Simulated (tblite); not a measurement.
# C4H16B2Si2: the cost of one run

Programs: tblite 0.8.0 and PySCF 2.14.0, with density-fitted response routines of our own. Each step states its level of theory. These are calculated values for one molecule in the gas phase, unless marked as measured. Atoms count from 0, in the outputs and in this text.

## (1) The molecule as given

24 atoms, charge 0, multiplicity 1; geometry from: force field or distance geometry start.

Bonds of the start (Å): B0–C1 1.59, C1–B2 1.60, B2–C3 1.60, C3–Si4 1.88, B2–Si5 1.92, Si5–C6 1.86, Si5–C7 1.87, B0–H8 1.17, B0–H9 1.20, C1–H10 1.11, C1–H11 1.12, C3–H12 1.11, C3–H13 1.10, Si4–H14 1.47, Si4–H15 1.48, Si4–H16 1.47, Si5–H17 1.48, C6–H18 1.12, C6–H19 1.10, C6–H20 1.11, C7–H21 1.11, C7–H22 1.11, C7–H23 1.11.

## (2) Optimising the geometry with GFN2-xTB

The job: settings as JSON, then the geometry in Å.

```
{"job": {"kind": "relax", "xc": "GFN2-xTB", "basis": "xTB"}, "charge": 0, "multiplicity": 1}
B     -2.049500    -2.150100     0.816200
C     -1.196000    -1.707200    -0.446800
B     -0.423000    -0.334300    -0.185900
C     -1.059900     0.936800    -0.928100
Si    -2.062600     1.950000     0.292700
Si     1.485500    -0.432000    -0.009000
C      2.115900     0.262600     1.596200
C      2.394100     0.486000    -1.355500
H     -1.749900    -1.802600     1.896900
H     -2.659400    -3.175200     0.730300
H     -1.895300    -1.593400    -1.300700
H     -0.488200    -2.526500    -0.737200
H     -1.746800     0.561000    -1.710600
H     -0.304900     1.582600    -1.388600
H     -2.175100     1.142500     1.514500
H     -1.369900     3.218900     0.617700
H     -3.395000     2.221700    -0.278400
H      1.899700    -1.845700    -0.098000
H      2.487400     1.310700     1.496300
H      1.399500     0.196800     2.432900
H      2.996400    -0.349000     1.887000
H      2.947600     1.343000    -0.910200
H      3.156900    -0.173200    -1.824200
H      1.680700     0.896400    -2.099800
```

Command:

```
OMP_NUM_THREADS=1 python probes_run.py task.json out
```

One launch serves the whole session: the jobs run in the order shown.

Q: Estimate the wall time and peak memory of this first job on 1 thread of Arm Neoverse N1, shared host.

About 3.1 s, with a peak of 0.18 GiB.
